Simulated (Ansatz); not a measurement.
# FeSi: the cost of one run

The runs shown are made with Ansatz 0.2.0. PAW datasets, plane waves. Computed at 0 K without zero-point motion; spin polarisation is off.

## 1. The system as given

The cell was relaxed beforehand with r2SCAN.

It is cubic, P2_13 (No. 198); a = 4.403 Å in the conventional setting, 10.67 Å³ an atom. Around Fe lie 7 Si at 2.25–2.47 Å; around Si lie 7 Fe at 2.25–2.47 Å.

As a file:

```cif
data_structure
_symmetry_space_group_name_H-M 'P2_13'
_symmetry_Int_Tables_number 198
_cell_length_a 4.4031
_cell_length_b 4.4031
_cell_length_c 4.4031
_cell_angle_alpha 90.000
_cell_angle_beta 90.000
_cell_angle_gamma 90.000
_cell_volume 85.36
loop_
_atom_site_label
_atom_site_type_symbol
_atom_site_symmetry_multiplicity
_atom_site_Wyckoff_symbol
_atom_site_fract_x
_atom_site_fract_y
_atom_site_fract_z
_atom_site_occupancy
Fe1 Fe 4 a 0.86334 0.63666 0.36334 1
Si1 Si 4 a 0.15887 0.34113 0.65887 1
```

## 2. Band structure with PBE

input.yaml reads:

```yaml
crystal:
  lattice:
    - [4.403051895, 0.0, 0.0]
    - [0.0, 4.403051895, 0.0]
    - [0.0, 0.0, 4.403051895]
  atoms:
    - { symbol: Fe, position: [0.8633399905, 0.6366600095, 0.3633399905] }
    - { symbol: Fe, position: [0.6366600095, 0.3633399905, 0.8633399905] }
    - { symbol: Fe, position: [0.3633399905, 0.8633399905, 0.6366600095] }
    - { symbol: Fe, position: [0.1366600095, 0.1366600095, 0.1366600095] }
    - { symbol: Si, position: [0.1588681659, 0.3411318341, 0.6588681659] }
    - { symbol: Si, position: [0.3411318341, 0.6588681659, 0.1588681659] }
    - { symbol: Si, position: [0.6588681659, 0.1588681659, 0.3411318341] }
    - { symbol: Si, position: [0.8411318341, 0.8411318341, 0.8411318341] }
kpoints:
  mp_grid: { grid: [6, 6, 6] }
  band_path:
    path:
      - [[0.0, 0.0, 0.0], [-3.734270666036e-51, 0.5, 1.458026531231e-34], [0.5, 0.5, -2.041237143724e-34], [0.0, 0.0, 0.0], [0.5, 0.5, 0.5], [-3.734270666036e-51, 0.5, 1.458026531231e-34]]
      - [[0.5, 0.5, 0.5], [0.5, 0.5, -2.041237143724e-34], [0.5, 3.499263674955e-34, -3.499263674955e-34]]
    npoints: 10
hamiltonian:
  xc: pbe
scf:
  occupations: { method: fermi_dirac, width: 0.02 }
  n_extra_bands: 6
output:
  forces: true
  stress: true
  eigenvalues: true
```

On the command line:

```console
$ ansatz run input.yaml --threads 4 --pin off --max-ram 5529MiB --backend cpu --events-out ev --progress --plain --runs-dir out
```

What time and memory should one allow on 4 threads of Arm Neoverse V2, shared host?

About 6.5 s, with a peak of 0.46 GiB.
